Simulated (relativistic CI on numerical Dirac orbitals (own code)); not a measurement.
# Sb²⁶⁺: how the levels respond to the fine-structure constant and the nuclear radius

How sensitive are the low transitions of Sb²⁶⁺ to a change of α? Wanted is q = dE/dx with x = (α/α0)² − 1, and the field-shift factor by the mean square nuclear radius, for the lowest 30 levels.

Program: relativistic CI on numerical Dirac orbitals (own code) version 2. Level of theory: Dirac-Coulomb-Breit CI, KLI orbitals optimised for each configuration, derivatives by finite differences. These are calculated values, not measurements, unless marked.

### Step 1. Starting point

* ion: Sb²⁶⁺ (Sb XXVII)
* nuclear charge: 51
* electrons: 25
* isotope: A = 121
* first configuration: [Ar] 3d7

Outer shells as boxes (Hund's rule):

[Ar] 3d7
```
[Ar] core
3d [↑↓][↑↓][↑ ][↑ ][↑ ]
```

### Step 2. The run

Settings of the run:

```ini
atom Sb  Z=51  charge=26  electrons=25
nucleus A=121  rms_radius_fm=4.6802
hamiltonian dirac-coulomb  breit=on  qed=off  c_scale=1
orbitals kli  potential=per-configuration
slater_scale 1
correlation none
mixing on
configurations
  [Ar] 3d7
  [Ne] 3s2 3p5 3d8
  [Ne] 3s2 3p4 3d9
  [Ne] 3s 3p6 3d8
  [Ne] 3p6 3d9
  [Ne] 3s 3p5 3d9
  [Ar] 3d6 4s
  [Ar] 3d6 4p
end
derivatives alpha2 +-0.01 radius +-1%
```

What does the calculation give? Wanted: lowest level; largest q in size, lowest 30 levels; largest K in size within the lowest configuration; largest field-shift factor among them.

The runs gave:

```
                                         quantity                                                    value
                                     lowest level                                                3d7 4F9/2
              largest q in size, lowest 30 levels   198700 cm⁻¹ (3p5 3d8 [3p3/2^3 3d3/2^3 3d5/2^5] J=5/2°)
largest K in size within the lowest configuration                                         2.28 (3d7 4F7/2)
            largest field-shift factor among them  5.08 GHz/fm² (3p5 3d8 [3p3/2^3 3d3/2^3 3d5/2^5] J=7/2°)
```

What this shows: Among these levels the largest q belongs to 3p5 3d8 [3p3/2^3 3d3/2^3 3d5/2^5] J=5/2°, a change of configuration. The fine-structure partner 4F7/2 has K = 2.28, away from the 2 of a pure α² interval, since levels mix. K = 2q/E, the relative sensitivity of a level, hangs on the computed energy: between configurations that lie close it can be off by a factor of several.
